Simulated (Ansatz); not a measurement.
# BTeH2 radical: single points off equilibrium

Aim: energy, forces and dipole at a structure displaced at random from a GFN2-xTB minimum, from CCSD(T) and from density functionals.

The runs use Ansatz 0.2.0, Gaussian basis; single points in def2-TZVPP.

Correlated methods freeze the cores. Filled d shells of the heavier atoms are correlated. Core potentials replace the inner electrons past krypton, and spin-orbit coupling is left out. Orbitals are unrestricted.

## Step 1: The system as given

SMILES `[BH][TeH]`, 4 atoms, charge 0, spin multiplicity 2.

Atoms are counted from 1 here; the program's logs count them from 0.

Bond lengths: B1–Te2 2.049 Å, B1–H3 0.960 Å, Te2–H4 1.670 Å. Angles: Te2–B1–H3 124.0°, B1–Te2–H4 102.3°.

Geometry (Å):

```xyz
4
BH2Te
B    -0.1261   -0.8335    0.3643
Te    0.2746    1.1165   -0.1220
H     0.5180   -1.4361    0.7438
H    -0.8036    1.4012   -1.3648
```

## Step 2: CCSD(T)/def2-TZVPP

The input, run/in.yaml:

```yaml
crystal:
  periodic: [false, false, false]
  atoms:
    - {symbol: B, position_ang: [-0.126100, -0.833500, 0.364300]}
    - {symbol: Te, position_ang: [0.274600, 1.116500, -0.122000]}
    - {symbol: H, position_ang: [0.518000, -1.436100, 0.743800]}
    - {symbol: H, position_ang: [-0.803600, 1.401200, -1.364800]}
basis:
  gaussian: {orbitals: def2-TZVPP}
magnetization: {spin_polarized: true, initial_magnetization: 1}
correlation: {method: ccsd_t}
scf: {omitted_lower_state_checks: [cluster_reference]}
output: {forces: true}
```

No record of the launch command was kept for these runs.

## Step 3: PBE0-D4/def2-TZVPP

Changes to run/in.yaml since step 2:

```diff
@@ -10,4 +10,3 @@
 magnetization: {spin_polarized: true, initial_magnetization: 1}
-correlation: {method: ccsd_t}
-scf: {omitted_lower_state_checks: [cluster_reference]}
-output: {forces: true}
+hamiltonian: {xc: pbe0, dispersion: d4}
+output: {forces: true, orbitals: {seedname: orbitals}}
```

## Step 4: wB97M-V/def2-TZVPP

Changes to run/in.yaml since step 3:

```diff
@@ -10,3 +10,3 @@
 magnetization: {spin_polarized: true, initial_magnetization: 1}
-hamiltonian: {xc: pbe0, dispersion: d4}
-output: {forces: true, orbitals: {seedname: orbitals}}
+hamiltonian: {xc: {name: wB97M-V}}
+output: {forces: true}
```

## Step 5: r2SCAN-D4/def2-TZVPP

Changes to run/in.yaml since step 4:

```diff
@@ -10,3 +10,3 @@
 magnetization: {spin_polarized: true, initial_magnetization: 1}
-hamiltonian: {xc: {name: wB97M-V}}
+hamiltonian: {xc: r2scan, dispersion: d4}
 output: {forces: true}
```

## Step 6: PBE-D4/def2-TZVPP

Changes to run/in.yaml since step 5:

```diff
@@ -10,3 +10,3 @@
 magnetization: {spin_polarized: true, initial_magnetization: 1}
-hamiltonian: {xc: r2scan, dispersion: d4}
+hamiltonian: {xc: pbe, dispersion: d4}
 output: {forces: true}
```

## Step 7: revPBE-D4/def2-TZVPP

Changes to run/in.yaml since step 6:

```diff
@@ -10,3 +10,3 @@
 magnetization: {spin_polarized: true, initial_magnetization: 1}
-hamiltonian: {xc: pbe, dispersion: d4}
+hamiltonian: {xc: {name: revPBE}, dispersion: d4}
 output: {forces: true}
```

## Step 8: HSE06-D4/def2-TZVPP

Changes to run/in.yaml since step 7:

```diff
@@ -10,3 +10,3 @@
 magnetization: {spin_polarized: true, initial_magnetization: 1}
-hamiltonian: {xc: {name: revPBE}, dispersion: d4}
+hamiltonian: {xc: hse06, dispersion: d4}
 output: {forces: true}
```

(Steps that only read results are left out.)

What does the calculation give? Wanted: energy less free atoms, CCSD(T)/def2-TZVPP; RMS force component; RMS force error; HOMO and LUMO, PBE0-D4; T1 diagnostic.

**Answer**, as computed:

```
                                  quantity                                                                                              value
energy less free atoms, CCSD(T)/def2-TZVPP                                                                                          -8.323 eV
                       RMS force component                                                               4.079 to 4.205 eV/Å over the methods
                           RMS force error  PBE0-D4 0.082, wB97M-V 0.108, r2SCAN-D4 0.101, PBE-D4 0.196, revPBE-D4 0.207, HSE06-D4 0.084 eV/Å
                    HOMO and LUMO, PBE0-D4                                                                                 -5.93 and -2.11 eV
                             T1 diagnostic                                                                                              0.018
```

In words: Against CCSD(T) the functionals' energies less atoms differ by -0.604 to -0.180 eV, PBE-D4 by -0.604 eV. CCSD(T) in triple zeta still lacks some correlation energy of the bonds, so part of these gaps is its own basis error and they don't rank the functionals. The forces of PBE0-D4 come nearest to CCSD(T), those of revPBE-D4 are farthest. Frozen-core CCSD(T) forces in triple zeta carry basis errors of their own, and this is one geometry, so small gaps rank nothing.
